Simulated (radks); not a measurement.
# A spherical jellium cluster from 19 to 25 electrons

Which level does each new electron take in a jellium sphere with rs = 2.29 bohr, and at which counts is the cluster hardest to charge further? Each count tries a few candidate levels and keeps the lowest. The background charge grows with the count, so each cluster is neutral; its cation and anion are computed too.

The numbers are computed with radks (version 2): non-relativistic spin-polarised Kohn-Sham, LDA (Slater exchange, Perdew-Wang correlation), spherically averaged shells.

## Step 1: What is given

| Property | Result |
| --- | --- |
| well | a jellium sphere with rs = 2.29 bohr |
| functional | LDA (Slater exchange, Perdew-Wang correlation) |
| levels | named by radial order: 1s, 1p, 1d, 2s, 1f and so on |
| units | hartree and bohr; summary energies in eV |
| configuration carried in | 1s2 1p6 1d10 (N = 18, energy -0.557820) |

The runs that follow: 19 electrons; 20 electrons; N = 21; Electron number 22; N = 23; Electron number 24; Electron number 25.

**Question.** What will these runs give? Wanted: closed shells at N; largest second difference; most unpaired electrons; ionisation energies; polarisability at N = 20; configuration at N = 25.

The runs gave:

| quantity | value |
| --- | --- |
| closed shells at N | 20 |
| largest second difference | 1.95 eV at N = 20 (of N = 19 to 24) |
| most unpaired electrons | 5 at N = 25 |
| ionisation energies | 3.90 to 5.96 eV |
| polarisability at N = 20 | 416.8 bohr³ |
| configuration at N = 25 | 1s2 1p6 1d10 2s2 1f(up 5, down 0) |

In words: Shells close at N = 20, and the second difference peaks there. Among the lowest states kept at each count, up to 5 electrons are unpaired (N = 25), since exchange favours parallel spins. The polarisability at N = 20 is 1.74 times the classical R³, since electrons spill past the background. The anion gave no bound, converged state at N = 20, 21, 22, 23 and 24; semilocal functionals bind extra electrons too weakly, through self-interaction. The ions keep the filling of the neutral cluster, less or plus one electron, without a search of their own. Only a few candidates are tried at each count, so a lower state may have been missed.
